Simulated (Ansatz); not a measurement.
Ba2Tl5V3O12:

```
Ba V Tl O
1.0
     6.65272    0.04946    0.02017
     2.86070    8.36464    0.00384
     2.68279    2.46936    9.19569
Ba V Tl O
2 3 5 12
Direct
  0.80419 0.04665 0.02264
  0.21205 0.95157 0.34012
  0.74540 0.70796 0.33582
  0.25963 0.26599 0.03225
  0.04074 0.07695 0.66106
  0.25636 0.39847 0.35003
  0.58966 0.34866 0.60553
  0.57327 0.88069 0.66842
  0.74552 0.49664 0.11648
  0.11891 0.64206 0.74303
  0.28433 0.09717 0.54175
  0.85350 0.49575 0.34386
  0.40255 0.20448 0.17282
  0.88414 0.05377 0.55967
  0.14017 0.47956 0.98899
  0.54627 0.73631 0.48712
  0.90594 0.24279 0.73262
  0.61543 0.80058 0.18857
  0.05538 0.16451 0.10164
  0.08209 0.90404 0.80708
  0.44178 0.20123 0.89187
  0.94269 0.80417 0.30862
```

The cell was built by a generator and needn't be a form met in nature.

```yaml
Program: Ansatz 0.2.0
Task: relaxation of cell and atoms
Functional: RPBE
Potentials_or_basis: Ansatz PAW
Cutoff: "420 eV (not typed: the program's choice for these potentials)"
k_mesh: 3 × 3 × 2
Occupations: fermi-dirac, width 0.05 eV
Spin: collinear spin, ferromagnetic start
Starting_moments: "[0.0, 0.0, 2.0, 2.0, 2.0, 0.0, 0.0, 0.0, 0.0, 0.0, 0.0, 0.0, 0.0, 0.0, 0.0, 0.0, 0.0, 0.0, 0.0, 0.0, 0.0, 0.0] μB"
```

At the start: volume 23.18 Å³/atom.

How do energy, volume and symmetry change on relaxing?

It ends after 24 steps and the volume is 25.81 Å³/atom (+11.3 %); space group P1 (No. 1, to 0.05 Å); moment 0.00 μB per cell.

Step by step:
| step | energy change (eV) | largest force (eV/Å) | volume (Å³) |
| --- | --- | --- | --- |
| 1 | 0.0000 | 0.2560 | 510.04 |
| 2 | -0.1127 | 0.1420 | 544.97 |
| 3 | -0.1191 | 0.0818 | 544.38 |
| 4 | -0.1156 | 0.1287 | 548.62 |
| 5 | -0.1208 | 0.0759 | 547.77 |
| 6 | -0.1226 | 0.0510 | 548.32 |
| 7 | -0.1197 | 0.2491 | 550.79 |
| 8 | -0.1235 | 0.0429 | 549.41 |
| 9 | -0.1229 | 0.0513 | 549.96 |
| 10 | -0.1234 | 0.0461 | 550.34 |
| 11 | -0.1235 | 0.0288 | 550.43 |
| 12 | -0.1235 | 0.0139 | 550.53 |
| 13 | -0.1234 | 0.0077 | 550.64 |
| 14 | -0.2234 | 0.0087 | 550.64 |
| 15 | -0.2226 | 0.1219 | 556.87 |
| 16 | -0.2179 | 0.0540 | 562.94 |
| 17 | -0.2173 | 0.0303 | 564.75 |
| 18 | -0.2155 | 0.0305 | 565.79 |
| 19 | -0.2162 | 0.0206 | 565.61 |
| 20 | -0.2168 | 0.0118 | 565.38 |
| 21 | -0.2446 | 0.0124 | 565.38 |
| 22 | -0.2433 | 0.0117 | 566.98 |
| 23 | -0.2424 | 0.0096 | 567.72 |
| 24 | -0.2464 | 0.0096 | 567.72 |

Final structure:
```
CELL_PARAMETERS angstrom
6.69728 0.09102 0.04144
2.92783 8.88835 0.13690
2.74201 2.77132 9.63362
ATOMIC_POSITIONS crystal
Ba 0.79497 0.07504 0.99759
Ba 0.22704 0.94973 0.34032
V 0.76867 0.71234 0.33829
V 0.23849 0.26795 0.04038
V 0.03439 0.06127 0.65609
Tl 0.23810 0.39086 0.34747
Tl 0.59596 0.34567 0.58822
Tl 0.59519 0.86880 0.65491
Tl 0.70999 0.55015 0.12077
Tl 0.15568 0.62732 0.76966
O 0.28499 0.06882 0.54993
O 0.83735 0.51085 0.34331
O 0.38471 0.20391 0.17439
O 0.88393 0.04477 0.55204
O 0.09751 0.46898 0.01349
O 0.56189 0.74398 0.47591
O 0.90879 0.22797 0.71164
O 0.66129 0.82319 0.18677
O 0.06311 0.14789 0.09504
O 0.04856 0.90435 0.80755
O 0.42151 0.24102 0.89521
O 0.98790 0.76514 0.34102
```

Caveat: the plane-wave basis is chosen anew once the cell has moved, so the energies of steps on either side of that aren't comparable; the PAW data sets come from PBE, with cores solved anew for the run's functional, which leaves a small shift of forces and pressure; the starting moments weren't kept.
